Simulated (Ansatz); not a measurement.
# Al2GaP3: the cost of one run

Method: DFT PBE, scalar-relativistic, plane waves, PAW, in Ansatz 0.2.0.

### 1 The structure to begin with

It takes space group P6_3mc (No. 186, hexagonal). The conventional cell has a = 3.886 Å, b = 3.886 Å, c = 19.165 Å, α = 90.00°, β = 90.00°, γ = 120.00°. Around Al (site symmetry 3m) lie 4 P at 2.38 to 2.39 Å. Around Ga (site symmetry 3m) lie 4 P at 2.39 Å. Around P (site symmetry 3m) lie 4 Al at 2.38 to 2.39 Å. Around P (site symmetry 3m) lie 3 Al at 2.38 Å and 1 Ga at 2.39 Å. Around P (site symmetry 3m) lie 3 Ga at 2.39 Å and 1 Al at 2.39 Å.

As a file:

```
Al Ga P
1.0
     3.88588    0.00000    0.00000
    -1.94294    3.36527    0.00000
     0.00000    0.00000   19.16456
Al Ga P
4 2 6
Direct
  0.33333 0.66667 0.00002
  0.33333 0.66667 0.66649
  0.66667 0.33333 0.16649
  0.66667 0.33333 0.50002
  0.33333 0.66667 0.33366
  0.66667 0.33333 0.83366
  0.33333 0.66667 0.12487
  0.33333 0.66667 0.45862
  0.33333 0.66667 0.79133
  0.66667 0.33333 0.29133
  0.66667 0.33333 0.62487
  0.66667 0.33333 0.95862
```

The start is the relaxed end of an invented cell (made as: elements ordered on the sites of the AlP type, Al/Ga on Al (P6_3mc, No. 186)), taken up again for a closer look.

### 2 A first look at the guess

input.yaml reads:

```yaml
crystal:
  lattice:
    - [3.8858802, 0.0, 0.0]
    - [-1.9429401, 3.3652709, 0.0]
    - [0.0, 0.0, 19.1645583]
  atoms:
    - { symbol: Al, position: [0.3333333, 0.6666667, 2.1e-05] }
    - { symbol: Al, position: [0.3333333, 0.6666667, 0.66649] }
    - { symbol: Al, position: [0.6666667, 0.3333333, 0.16649] }
    - { symbol: Al, position: [0.6666667, 0.3333333, 0.500021] }
    - { symbol: Ga, position: [0.3333333, 0.6666667, 0.333665] }
    - { symbol: Ga, position: [0.6666667, 0.3333333, 0.833665] }
    - { symbol: P, position: [0.3333333, 0.6666667, 0.124874] }
    - { symbol: P, position: [0.3333333, 0.6666667, 0.458616] }
    - { symbol: P, position: [0.3333333, 0.6666667, 0.791333] }
    - { symbol: P, position: [0.6666667, 0.3333333, 0.291333] }
    - { symbol: P, position: [0.6666667, 0.3333333, 0.624874] }
    - { symbol: P, position: [0.6666667, 0.3333333, 0.958616] }
basis:
  ecutwfc: 420
kpoints:
  mp_grid: { grid: [6, 6, 1] }
hamiltonian:
  xc: pbe
scf:
  occupations: { method: gaussian, width: 0.1 }
  lower_state_search: "off"
output:
  forces: true
  stress: true
  eigenvalues: true
```

On the command line:

```bash
> ansatz run input.yaml --threads 4 --pin off --max-ram 8192MiB --backend cpu --events-out ev --progress --plain --runs-dir out
```

What time and memory should one allow on 4 threads of Arm Neoverse V1, shared host?

About 2 s, with a peak of 0.55 GiB.
